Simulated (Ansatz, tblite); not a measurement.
**Ge(CF3)H3 (CH3F3Ge): rung by rung**

How do method and basis change the picture of Ge(CF3)H3 (CH3F3Ge) (singlet)?

Program: Ansatz 0.2.0, Gaussian basis. Level of theory: as each input shows. These are calculated values, not measurements.

Plan: GFN1-xTB, GFN2-xTB, PBE-D4/def2-TZVP, r2SCAN-D4/def2-TZVP, HF/def2-TZVP, ωB97M-V/def2-TZVP, B97M-V/def2-TZVP, PBE-D4/def2-SVP, PBE0-D4/def2-SVP, HF/STO-3G, CCSD(T)/def2-SVP, MP2/def2-TZVP.

2 further runs of the same task are left out: 2 set aside as unsound or not needed.

## (1) The structure

The singlet was relaxed beforehand with PBE-D4/def2-SVP.

8 atoms, charge 0, spin multiplicity 1.

Bond lengths: C1–F2 1.357 Å, C1–F3 1.357 Å, C1–F4 1.357 Å, C1–Ge5 2.010 Å, Ge5–H6 1.545 Å, Ge5–H7 1.545 Å, Ge5–H8 1.545 Å. Angles: F2–C1–F3 107.5°, F2–C1–F4 107.5°, F2–C1–Ge5 111.4°, F3–C1–F4 107.5°, F3–C1–Ge5 111.4°, F4–C1–Ge5 111.4°, C1–Ge5–H6 107.7°, C1–Ge5–H7 107.7°, C1–Ge5–H8 107.7°, H6–Ge5–H7 111.2°, H6–Ge5–H8 111.2°, H7–Ge5–H8 111.2°.

PBE0-D4/def2-TZVP was run before; its log isn't repeated, and its numbers join the tables.

## (2) GFN1-xTB

Tight binding, by tblite at 300 K electronic temperature and without a spin-polarisation term:

```python
tblite.interface.Calculator('GFN1-xTB', numbers, positions, charge=0, uhf=0).singlepoint()
```

Energy -566.7390 eV, HOMO -13.11 eV, LUMO -7.45 eV; 0.004 s.

## (3) GFN2-xTB

Tight binding, by tblite at 300 K electronic temperature and without a spin-polarisation term:

```python
tblite.interface.Calculator('GFN2-xTB', numbers, positions, charge=0, uhf=0).singlepoint()
```

Energy -538.4706 eV, HOMO -12.45 eV, LUMO -4.74 eV; 0.002 s.

## (4) PBE-D4/def2-TZVP

start.molden holds the orbitals of an earlier run on this state, given as this run's starting guess.

Contents of in.yaml:

```yaml
crystal:
  periodic: [false, false, false]
  atoms:
    - {symbol: C, position_ang: [0.002273, -0.003106, 0.995306]}
    - {symbol: F, position_ang: [-1.255127, 0.101786, 1.493748]}
    - {symbol: F, position_ang: [0.724772, 1.032365, 1.491718]}
    - {symbol: F, position_ang: [0.540677, -1.147546, 1.486029]}
    - {symbol: Ge, position_ang: [-0.002354, 0.003012, -1.014263]}
    - {symbol: H, position_ang: [1.467581, -0.045837, -1.487669]}
    - {symbol: H, position_ang: [-0.695308, 1.303582, -1.478530]}
    - {symbol: H, position_ang: [-0.782524, -1.244256, -1.486340]}
basis:
  gaussian: {orbitals: def2-TZVP, initial_orbitals: start.molden}
hamiltonian: {xc: pbe, dispersion: d4}
scf: {omitted_lower_state_checks: [starts]}
output: {forces: true, orbitals: {seedname: orbitals}}
```

The run is started by

```sh
ansatz run in.yaml --threads 2 --pin off --events-out ev --progress --plain --max-ram 4352MiB
```

What it wrote:

```text
Functional definition: PBE
  name "PBE"
  cite "Perdew, Burke & Ernzerhof, Phys. Rev. Lett. 77, 3865 (1996) doi:10.1103/PhysRevLett.77.3865"
  parent pbe
  parameter kappa = 0.804
  parameter beta = 0.06672455060314922
  exchange = pbe_x(kappa = kappa, mu = beta*pi^2/3)
  correlation = pbe_c(beta = beta)
these checks for a lower state are left out or cut short: starts
1138 factors; their error is unknown
mean field evaluation 1: about -65740.8365 eV, gradient 1.3e1 eV
mean field evaluation 2: about -65741.0054 eV, gradient 1.8e-1 eV
mean field evaluation 4: about -65740.9808 eV, gradient 3.4e-4 eV
mean field -65740.98076007 eV, -2415.9364820955 hartree, gradient 1.7e-5 eV, S^2 0.000000; 0 other end points of the search recorded, 0 dependent functions left out
the calculation of the forces begins
reference -65740.98079278 eV, -2415.9364832975 hartree; 34, 34 occupied and 156, 156 virtual orbitals, 1138 factors
Total energy: -65741.11813118 eV, -2415.9415303905 hartree
Atom 0 at     0.002273    -0.003106     0.995306 Å, force    -0.000462     0.002425    -0.326185 eV/Å
Atom 1 at    -1.255127     0.101786     1.493748 Å, force    -0.188134     0.012684     0.182618 eV/Å
Atom 2 at     0.724772     1.032365     1.491718 Å, force     0.105873     0.155633     0.182283 eV/Å
Atom 3 at     0.540677    -1.147546     1.486029 Å, force     0.083270    -0.170917     0.181052 eV/Å
Atom 4 at    -0.002354     0.003012    -1.014263 Å, force    -0.000773     0.000666    -0.327740 eV/Å
Atom 5 at     1.467581    -0.045837    -1.487669 Å, force    -0.060371    -0.000312     0.036221 eV/Å
Atom 6 at    -0.695308     1.303582    -1.478530 Å, force     0.030462    -0.052514     0.035750 eV/Å
Atom 7 at    -0.782524    -1.244256    -1.486340 Å, force     0.030136     0.052334     0.036000 eV/Å
Dipole moment:    -0.000935     0.001077    -0.390347 e Å
Checks for a lower state left out: starts
```

Run time: 2.5 s. Hardware: 2 threads of Arm Neoverse V2, shared host.

From the report: HOMO -7.89 eV, LUMO -0.37 eV.

## (5) r2SCAN-D4/def2-TZVP

Changes to in.yaml since step 4:

```diff
@@ -13,4 +13,4 @@
   gaussian: {orbitals: def2-TZVP, initial_orbitals: start.molden}
-hamiltonian: {xc: pbe, dispersion: d4}
+hamiltonian: {xc: r2scan, dispersion: d4}
 scf: {omitted_lower_state_checks: [starts]}
-output: {forces: true, orbitals: {seedname: orbitals}}
+output: {orbitals: {seedname: orbitals}}
```

The command is unchanged.

What it wrote:

```text
Functional definition: r2SCAN
  name "r2SCAN"
  cite "Furness, Kaplan, Ning, Perdew & Sun, J. Phys. Chem. Lett. 11, 8208 (2020) doi:10.1021/acs.jpclett.0c02405"
  cite "Furness, Kaplan, Ning, Perdew & Sun, J. Phys. Chem. Lett. 11, 9248 (2020) doi:10.1021/acs.jpclett.0c03077"
  parent r2scan
  parameter k0 = 0.174
  parameter k1 = 0.065
  parameter a1 = 4.9479
  exchange = r2scan_x(k0 = k0, k1 = k1, a1 = a1)
  correlation = r2scan_c
these checks for a lower state are left out or cut short: starts
1138 factors; their error is unknown
mean field evaluation 1: about -65754.4133 eV, gradient 7.4e0 eV
mean field evaluation 2: about -65754.4599 eV, gradient 6.5e-2 eV
mean field evaluation 4: about -65754.4413 eV, gradient 1.6e-4 eV
mean field -65754.44130172 eV, -2416.4311478773 hartree, gradient 2.7e-5 eV, S^2 0.000000; 0 other end points of the search recorded, 0 dependent functions left out
reference -65754.44131084 eV, -2416.4311482122 hartree; 34, 34 occupied and 156, 156 virtual orbitals, 1138 factors
Total energy: -65754.47378171 eV, -2416.4323414946 hartree
Checks for a lower state left out: starts
```

Wall time 4.1 s (2 threads of Arm Neoverse V2, shared host).

From the report: HOMO -8.25 eV, LUMO -0.06 eV.

## (6) HF/def2-TZVP

Changes to in.yaml since step 5:

```diff
@@ -13,3 +13,3 @@
   gaussian: {orbitals: def2-TZVP, initial_orbitals: start.molden}
-hamiltonian: {xc: r2scan, dispersion: d4}
+hamiltonian: {xc: hf}
 scf: {omitted_lower_state_checks: [starts]}
```

The command is unchanged.

What it wrote:

```text
Functional definition: HF
  name "HF"
  cite "Fock, Z. Phys. 61, 126 (1930) doi:10.1007/BF01340294"
  parent pbe
  exchange = exact_x
  correlation = 0
these checks for a lower state are left out or cut short: starts
1421 factors; their error is unknown
mean field evaluation 1: about -65670.3921 eV, gradient 3.6e1 eV
mean field evaluation 2: about -65671.5696 eV, gradient 1.4e0 eV
mean field evaluation 4: about -65672.8634 eV, gradient 7.5e-1 eV
mean field -65672.86389050 eV, -2413.4332333100 hartree, gradient 9.5e-6 eV, S^2 0.000000; 0 other end points of the search recorded, 0 dependent functions left out
reference -65672.86389050 eV, -2413.4332333100 hartree; 34, 34 occupied and 156, 156 virtual orbitals, 1421 factors
Total energy: -65672.86389050 eV, -2413.4332333100 hartree
Checks for a lower state left out: starts
```

It took 1.8 s on 2 threads of Arm Neoverse V2, shared host.

HOMO -13.18 eV, LUMO 3.41 eV.

## (7) ωB97M-V/def2-TZVP

Changes to in.yaml since step 6:

```diff
@@ -13,3 +13,3 @@
   gaussian: {orbitals: def2-TZVP, initial_orbitals: start.molden}
-hamiltonian: {xc: hf}
+hamiltonian: {xc: {name: wB97M-V}}
 scf: {omitted_lower_state_checks: [starts]}
```

The command is unchanged.

What it wrote, cut to the lines that bear on the results:

```text
Functional definition: wB97M-V
  name "wB97M-V"
  cite "Mardirossian & Head-Gordon, J. Chem. Phys. 144, 214110 (2016) doi:10.1063/1.4952647"
  cite "Becke, J. Chem. Phys. 107, 8554 (1997) doi:10.1063/1.475007"
  cite "Vydrov & Van Voorhis, J. Chem. Phys. 133, 244103 (2010) doi:10.1063/1.3521275"
  # Of w^i u^j: cxij and so on, Table III.
[...]
  gx(w, u) = 1 - cx + cx01*u + cx10*w
  gss(w, u) = css00 + css04*u^4 + css10*w + css20*w^2 + css43*w^4*u^3
  gos(w, u) = cos00 + cos10*w + (cos20 + cos21*u)*w^2 + (cos60 + cos61*u)*w^6
[...]
      + integral(e_c_pw_mod_opposite_spin*gos(b97_w_opposite, b97_u_opposite)) + vv10(b, c)
[...]
1166 factors; their error is unknown
244 factors; integrals over basis functions are off by at most 6.5e-6 eV
[...]
mean field -65752.94372608 eV, -2416.3761129875 hartree, gradient 2.6e-5 eV, S^2 0.000000; 0 other end points of the search recorded, 0 dependent functions left out
reference -65752.94376446 eV, -2416.3761143980 hartree; 34, 34 occupied and 156, 156 virtual orbitals, 1166 factors
Total energy: -65752.94376446 eV, -2416.3761143980 hartree
Checks for a lower state left out: starts
```

Run time: 9.5 s. Hardware: 2 threads of Arm Neoverse V2, shared host; peak memory 0.59 GiB.

HOMO -11.68 eV, LUMO 2.20 eV.

## (8) B97M-V/def2-TZVP

Changes to in.yaml since step 7:

```diff
@@ -13,3 +13,3 @@
   gaussian: {orbitals: def2-TZVP, initial_orbitals: start.molden}
-hamiltonian: {xc: {name: wB97M-V}}
+hamiltonian: {xc: {name: B97M-V}}
 scf: {omitted_lower_state_checks: [starts]}
```

Launched as before.

What it wrote, cut to the lines that bear on the results:

```text
Functional definition: B97M-V
  name "B97M-V"
  cite "Mardirossian & Head-Gordon, J. Chem. Phys. 142, 074111 (2015) doi:10.1063/1.4907719"
  cite "Becke, J. Chem. Phys. 107, 8554 (1997) doi:10.1063/1.475007"
  cite "Vydrov & Van Voorhis, J. Chem. Phys. 133, 244103 (2010) doi:10.1063/1.3521275"
  # Of w^i u^j: cxij and so on, Table III.
[...]
  gx(w, u) = cx00 + cx01*u + cx02*u^2 + (cx10 + cx11*u)*w
  gss(w, u) = css00 + css02*u^2 + css10*w + (css32*w^3 + css42*w^4)*u^2
  gos(w, u) = cos00 + cos01*u + cos03*u^3 + cos10*w + cos32*w^3*u^2
[...]
      + integral(e_c_pw_mod_opposite_spin*gos(b97_w_opposite, b97_u_opposite)) + vv10(b, c)
[...]
1138 factors; their error is unknown
[...]
mean field -65745.06883028 eV, -2416.0867159046 hartree, gradient 1.7e-5 eV, S^2 0.000000; 0 other end points of the search recorded, 0 dependent functions left out
reference -65745.06887766 eV, -2416.0867176459 hartree; 34, 34 occupied and 156, 156 virtual orbitals, 1138 factors
Total energy: -65745.06887766 eV, -2416.0867176459 hartree
Checks for a lower state left out: starts
```

It took 8 s on 2 threads of Arm Neoverse V2, shared host.

From the report: HOMO -8.37 eV, LUMO -0.26 eV.

## (9) PBE-D4/def2-SVP

Changes to in.yaml since step 8:

```diff
@@ -12,4 +12,4 @@
 basis:
-  gaussian: {orbitals: def2-TZVP, initial_orbitals: start.molden}
-hamiltonian: {xc: {name: B97M-V}}
+  gaussian: {orbitals: def2-SVP, initial_orbitals: start.molden}
+hamiltonian: {xc: pbe, dispersion: d4}
 scf: {omitted_lower_state_checks: [starts]}
```

The command is unchanged.

What it wrote:

```text
Functional definition: PBE
  name "PBE"
  cite "Perdew, Burke & Ernzerhof, Phys. Rev. Lett. 77, 3865 (1996) doi:10.1103/PhysRevLett.77.3865"
  parent pbe
  parameter kappa = 0.804
  parameter beta = 0.06672455060314922
  exchange = pbe_x(kappa = kappa, mu = beta*pi^2/3)
  correlation = pbe_c(beta = beta)
these checks for a lower state are left out or cut short: starts
1127 factors; their error is unknown
mean field evaluation 1: about -65722.4564 eV, gradient 1.2e1 eV
mean field evaluation 2: about -65722.7371 eV, gradient 2.1e-1 eV
mean field evaluation 4: about -65722.6582 eV, gradient 3.0e-4 eV
mean field -65722.65815348 eV, -2415.2631387226 hartree, gradient 9.2e-6 eV, S^2 0.000000; 0 other end points of the search recorded, 0 dependent functions left out
reference -65722.65818093 eV, -2415.2631397313 hartree; 34, 34 occupied and 69, 69 virtual orbitals, 1127 factors
Total energy: -65722.79551932 eV, -2415.2681868243 hartree
Checks for a lower state left out: starts
```

It took 1.1 s on 2 threads of Arm Neoverse V2, shared host.

HOMO -7.67 eV, LUMO -0.22 eV.

## (10) PBE0-D4/def2-SVP

Changes to in.yaml since step 9:

```diff
@@ -13,3 +13,3 @@
   gaussian: {orbitals: def2-SVP, initial_orbitals: start.molden}
-hamiltonian: {xc: pbe, dispersion: d4}
+hamiltonian: {xc: pbe0, dispersion: d4}
 scf: {omitted_lower_state_checks: [starts]}
```

The command is unchanged.

What it wrote:

```text
Functional definition: PBE0
  name "PBE0"
  cite "Adamo & Barone, J. Chem. Phys. 110, 6158 (1999) doi:10.1063/1.478522"
  cite "Perdew, Burke & Ernzerhof, Phys. Rev. Lett. 77, 3865 (1996) doi:10.1103/PhysRevLett.77.3865"
  parent pbe
  parameter a = 0.25
  parameter kappa = 0.804
  parameter beta = 0.06672455060314922
  exchange = (1 - a)*pbe_x(kappa = kappa, mu = beta*pi^2/3) + a*exact_x
  correlation = pbe_c(beta = beta)
these checks for a lower state are left out or cut short: starts
1005 factors; integrals over basis functions are off by at most 1.3e-3 eV
mean field evaluation 1: about -65723.9200 eV, gradient 1.0e1 eV
mean field evaluation 2: about -65724.0962 eV, gradient 1.3e-1 eV
mean field evaluation 4: about -65724.1753 eV, gradient 3.7e-4 eV
mean field -65724.17532801 eV, -2415.3188938583 hartree, gradient 2.3e-5 eV, S^2 0.000000; 0 other end points of the search recorded, 0 dependent functions left out
reference -65724.17534851 eV, -2415.3188946117 hartree; 34, 34 occupied and 69, 69 virtual orbitals, 1005 factors
Total energy: -65724.29006685 eV, -2415.3231104329 hartree
Checks for a lower state left out: starts
```

It took 1.6 s on 2 threads of Arm Neoverse V2, shared host.

From the report: HOMO -9.30 eV, LUMO 0.55 eV.

## (11) HF/STO-3G

Changes to in.yaml since step 10:

```diff
@@ -12,4 +12,4 @@
 basis:
-  gaussian: {orbitals: def2-SVP, initial_orbitals: start.molden}
-hamiltonian: {xc: pbe0, dispersion: d4}
+  gaussian: {orbitals: STO-3G}
+hamiltonian: {xc: hf}
 scf: {omitted_lower_state_checks: [starts]}
```

Same command.

What it wrote:

```text
Functional definition: HF
  name "HF"
  cite "Fock, Z. Phys. 61, 126 (1930) doi:10.1007/BF01340294"
  parent pbe
  exchange = exact_x
  correlation = 0
these checks for a lower state are left out or cut short: starts
520 factors; integrals over basis functions are off by at most 3.2e-5 eV
mean field evaluation 1: about -64894.7312 eV, gradient 3.8e1 eV
mean field evaluation 2: about -64894.8977 eV, gradient 3.8e1 eV
mean field evaluation 4: about -64900.0010 eV, gradient 2.3e0 eV
mean field evaluation 8: about -64900.0325 eV, gradient 3.4e-4 eV
mean field -64900.03253300 eV, -2385.0322047656 hartree, gradient 6.6e-6 eV, S^2 0.000000; 0 other end points of the search recorded, 0 dependent functions left out
reference -64900.03253300 eV, -2385.0322047656 hartree; 34, 34 occupied and 7, 7 virtual orbitals, 520 factors
Total energy: -64900.03253300 eV, -2385.0322047656 hartree
Checks for a lower state left out: starts
```

Run time: 0.2 s. Hardware: 2 threads of Arm Neoverse V2, shared host.

Report: HOMO -9.11 eV, LUMO 11.23 eV.

## (12) CCSD(T)/def2-SVP

Changes to in.yaml since step 11:

```diff
@@ -12,4 +12,4 @@
 basis:
-  gaussian: {orbitals: STO-3G}
-hamiltonian: {xc: hf}
+  gaussian: {orbitals: def2-SVP, initial_orbitals: start.molden}
+correlation: {method: ccsd_t}
 scf: {omitted_lower_state_checks: [starts]}
```

The command is unchanged.

What it wrote, cut to the lines that bear on the results:

```text
Functional definition: HF
  name "HF"
  cite "Fock, Z. Phys. 61, 126 (1930) doi:10.1007/BF01340294"
  parent pbe
[...]
1005 factors; integrals over basis functions are off by at most 1.3e-3 eV
[...]
mean field -65654.22287747 eV, -2412.7481887163 hartree, gradient 2.0e-6 eV, S^2 0.000000; 0 other end points of the search recorded, 0 dependent functions left out
13 core orbitals not correlated: weight in the atoms' cores, before any rotation towards them, 1.000 or more for the frozen orbitals, at most 0.000 for the correlated occupied ones
reference -65654.22287747 eV, -2412.7481887163 hartree; 21, 21 occupied and 69, 69 virtual orbitals, 1005 factors
second order -24.96198000 eV of doubles, -0.00000000 eV of singles
cycle   1  -24.76919559 eV  change    1.9e-1 eV  update   1.1e-1
[...]
cycle   9  -25.53183503 eV  change   -2.0e-5 eV  update   1.2e-5
perturbative correction -0.56514500 eV, -0.0207686958 hartree
Total energy: -65680.31985750 eV, -2413.7072350435 hartree
Checks for a lower state left out: starts
```

Run time: 11 s. Hardware: 2 threads of Arm Neoverse V2, shared host.

Hartree-Fock HOMO -13.25 eV, LUMO 3.53 eV; T1 0.012.

## (13) MP2/def2-TZVP

Changes to in.yaml since step 12:

```diff
@@ -12,4 +12,4 @@
 basis:
-  gaussian: {orbitals: def2-SVP, initial_orbitals: start.molden}
-correlation: {method: ccsd_t}
+  gaussian: {orbitals: def2-TZVP, initial_orbitals: start.molden}
+correlation: {method: mp2}
 scf: {omitted_lower_state_checks: [starts]}
```

The command is unchanged.

What it wrote:

```text
Functional definition: HF
  name "HF"
  cite "Fock, Z. Phys. 61, 126 (1930) doi:10.1007/BF01340294"
  parent pbe
  exchange = exact_x
  correlation = 0
these checks for a lower state are left out or cut short: starts
1311 factors; integrals over basis functions are off by at most 9.4e-4 eV
mean field evaluation 1: about -65671.4613 eV, gradient 3.6e1 eV
mean field evaluation 2: about -65672.6320 eV, gradient 1.4e0 eV
mean field evaluation 4: about -65672.8646 eV, gradient 1.1e-2 eV
mean field evaluation 8: about -65672.8646 eV, gradient 2.7e-6 eV
mean field -65672.86460598 eV, -2413.4332596034 hartree, gradient 3.9e-6 eV, S^2 0.000000; 0 other end points of the search recorded, 0 dependent functions left out
13 core orbitals not correlated: weight in the atoms' cores, before any rotation towards them, 1.000 or more for the frozen orbitals, at most 0.000 for the correlated occupied ones
reference -65672.86460598 eV, -2413.4332596034 hartree; 21, 21 occupied and 156, 156 virtual orbitals, 1311 factors
second order -31.50127788 eV of doubles, -0.00000000 eV of singles
Total energy: -65704.36588386 eV, -2414.5909102132 hartree
Checks for a lower state left out: starts
```

It took 2.9 s on 2 threads of Arm Neoverse V2, shared host.

Report: Hartree-Fock HOMO -13.18 eV, LUMO 3.41 eV.

## (14) Levels side by side

| level | functions | HOMO (eV) | LUMO (eV) | gap (eV) | time |
| --- | --- | --- | --- | --- | --- |
| HF/STO-3G | 41 | -9.11 | 11.23 | 20.34 | 0.2 s |
| HF/def2-TZVP | 190 | -13.18 | 3.41 | 16.59 | 1.8 s |
| PBE-D4/def2-SVP | 103 | -7.67 | -0.22 | 7.45 | 1.1 s |
| PBE-D4/def2-TZVP | 190 | -7.89 | -0.37 | 7.52 | 2.5 s |
| r2SCAN-D4/def2-TZVP | 190 | -8.25 | -0.06 | 8.19 | 4.1 s |
| B97M-V/def2-TZVP | 190 | -8.37 | -0.26 | 8.10 | 8 s |
| PBE0-D4/def2-SVP | 103 | -9.30 | 0.55 | 9.85 | 1.6 s |
| PBE0-D4/def2-TZVP | 190 | -9.41 | 0.43 | 9.85 | 3.1 s |
| ωB97M-V/def2-TZVP | 190 | -11.68 | 2.20 | 13.88 | 9.5 s |

Energy pieces by basis (eV):

| basis | HF | MP2 correlation | CCSD correlation | (T) | total |
| --- | --- | --- | --- | --- | --- |
| def2-SVP | -65654.2229 | -24.9620 | -25.5318 | -0.5651 | -65680.3199 |
| def2-TZVP | -65672.8646 | -31.5013 |  |  | -65704.3659 (MP2) |

The correlation energy is far from converged in these sets, so it jumps between bases; where outer-core shells are correlated, the sets cover them unevenly.

## (15) Binding energy

Free atoms were run apart at each level; binding is atoms less cluster, divided by the number of atoms, without zero-point or spin-orbit terms.

| method | binding an atom (eV) | from CCSD(T)/def2-SVP (eV) | time |
| --- | --- | --- | --- |
| HF/STO-3G | 2.851 | -0.383 | 0.2 s |
| HF/def2-SVP | 2.364 | -0.870 |  |
| HF/def2-TZVP | 2.330 | -0.904 | 1.8 s |
| PBE-D4/def2-SVP | 3.608 | +0.374 | 1.1 s |
| PBE-D4/def2-TZVP | 3.529 | +0.295 | 2.5 s |
| r2SCAN-D4/def2-TZVP | 3.447 | +0.213 | 4.1 s |
| B97M-V/def2-TZVP | 3.439 | +0.205 | 8 s |
| PBE0-D4/def2-SVP | 3.467 | +0.233 | 1.6 s |
| PBE0-D4/def2-TZVP | 3.408 | +0.174 | 3.1 s |
| ωB97M-V/def2-TZVP | 3.421 | +0.187 | 9.5 s |
| MP2/def2-SVP | 3.318 | +0.084 |  |
| MP2/def2-TZVP | 3.405 | +0.171 | 2.9 s |
| CCSD/def2-SVP | 3.191 | -0.043 |  |
| CCSD(T)/def2-SVP | 3.234 | 0 | 11 s |

Among the levels timed on like hardware and quicker than the yardstick, those that no quicker one beats, quickest first: HF/STO-3G (0.2 s, -0.383 eV); PBE-D4/def2-SVP (1.1 s, +0.374 eV); PBE0-D4/def2-SVP (1.6 s, +0.233 eV); MP2/def2-TZVP (2.9 s, +0.171 eV).

## (16) Outcome

| quantity | value |
| --- | --- |
| gap in def2-TZVP, named functionals and Hartree-Fock, smallest and largest | 7.52 eV (PBE-D4), 16.59 eV (HF) |
| correlation energy, CCSD(T)/def2-SVP | -26.10 eV |
| correlation energy, MP2/def2-TZVP | -31.50 eV |
| binding an atom, CCSD(T)/def2-SVP | 3.234 eV |
| PBE0 total energy, smallest basis above largest | 18.26 eV (def2-SVP, def2-TZVP) |

What this shows: Orbital gaps of the named functionals and Hartree-Fock in def2-TZVP span 7.52 eV (PBE-D4) to 16.59 eV (HF); exact exchange widens it. A small miss in a minimal or small basis is a cancelling of errors, not accuracy. The functionals in def2-TZVP miss CCSD(T)/def2-SVP by +0.174 (PBE0-D4) to +0.295 eV (PBE-D4) an atom. The yardstick is in a double-zeta basis, so levels in larger sets aren't compared like for like. CCSD(T)/def2-SVP isn't at the basis-set limit; small misses against it rank nothing.

MP2/def2-TZVP reaches 0.171 eV from the reference in 2.9 s, where CCSD(T)/def2-SVP took 11 s; the quickest level in the cost chart, HF/STO-3G, takes 0.2 s and misses by 0.383 eV. The slowest run with a step of its own, CCSD(T)/def2-SVP, took 11 s; the quickest functional in def2-TZVP took 2.5 s (shared host).
